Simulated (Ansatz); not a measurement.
# MnPt2 under changes of volume

One of the cells (15.408 Å³/atom); the others are scaled copies at fixed shape and fractional positions:

```
Pt Mn
1.0
     2.85840    0.00000    0.00000
    -1.42920    2.47545    0.00000
     0.00000    0.00000    6.53250
Pt Mn
2 1
Direct
  0.66667 0.33333 0.31621
  0.33333 0.66667 0.68379
  0.00000 0.00000 0.00000
```

The cell comes from a database or a generator and needn't be the stable form of this composition.

| Item | Value |
| --- | --- |
| Program | Ansatz 0.2.0 |
| Functional | PBEsol |
| Potentials or basis | all-electron LAPW, scalar-relativistic |
| Cutoff | 261 eV (chosen from the basis error) |
| Basis error allowed | 0.002 eV/atom |
| k mesh | 11 × 11 × 4 |
| Occupations | fermi-dirac, width 0.05 eV |
| Spin | collinear spin, ferromagnetic start |
| Starting moments | [0.0, 0.0, 4.0] μB |

```tsv
volume (Å³/atom)	energy over the lowest point (meV/atom)	pressure (GPa)	moment (μB per cell)	largest force (eV/Å)
14.483	0.00	1.7	4.15	0.144
14.791	0.66	-2.3	4.29	0.105
15.099	8.28	-5.9	4.42	0.066
15.408	22.39	-9.2	4.51	0.027
15.716	42.62	-12.2	4.58	0.012
16.024	68.45	-14.9	4.63	0.050
16.332	?	?	?	?
```

Task: What does the run at 16.332 Å³/atom give?

Result: Energy over the lowest point 99.27 meV/atom; pressure -17.3 GPa; moment 4.67 μB per cell; largest force 0.088 eV/Å.

Worked out: A Birch-Murnaghan fit of order 3 (a polynomial in V^(-2/3)) to the other rows has its minimum at 14.61 Å³/atom with B0 = V·E''(V) = 178 GPa (rough, since the energies scatter) at fixed shape and positions, which overstates the stiffness. It gives 99.60 meV/atom at 16.332 Å³/atom, against the run's 99.27, and -dE/dV = -17.5 GPa, against -17.3. A parabola through the other rows of the moment, of slope 0.0316 μB per Å³/atom there, extrapolates to 4.65 μB, against the run's 4.67.

Energies are extrapolated to zero smearing.
